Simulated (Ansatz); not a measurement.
Na3Al:

```
Al Na
1.0
     0.00000    3.83300    3.83300
     3.83300    0.00000    3.83300
     3.83300    3.83300    0.00000
Al Na
1 3
Cartesian
  0.0000 0.0000 0.0000
  3.8330 3.8330 3.8330
  5.7495 5.7495 5.7495
  1.9165 1.9165 1.9165
```

The cell comes from a database or a generator and needn't be the stable form of this composition.

* Program: Ansatz 0.2.0
* Task: single point
* Functional: PBE
* Potentials or basis: Ansatz PAW
* Cutoff: 420 eV (not typed: the program's choice for these potentials)
* k mesh: 6 × 6 × 6
* Occupations: fermi-dirac, width 0.05 eV
* Spin: no spin polarisation

On this cell: pressure 0.1 GPa; largest force zero by symmetry; band gap on the k mesh none (metal or under the smearing width).

The same run follows on a disturbed copy (atoms moved at random, drawn with an rms of 0.05 Å):

```
CELL_PARAMETERS angstrom
0.00000 3.83300 3.83300
3.83300 0.00000 3.83300
3.83300 3.83300 0.00000
ATOMIC_POSITIONS crystal
Al 0.00028 0.99755 0.99325
Na 0.52109 0.48160 0.50083
Na 0.74365 0.75199 0.74779
Na 0.26356 0.24929 0.25221
```

Question: What does the disturbed cell give?

Answer: The energy (extrapolated to zero smearing) moves by +3.1 meV/atom; pressure 0.2 GPa; largest force 0.109 eV/Å; band gap on the k mesh none (metal or under the smearing width).

Forces on the atoms (eV/Å):
```
Al   0.042  0.047  0.027
Na   0.070 -0.070  0.013
Na  -0.054  0.086  0.027
Na  -0.058 -0.064 -0.066
```
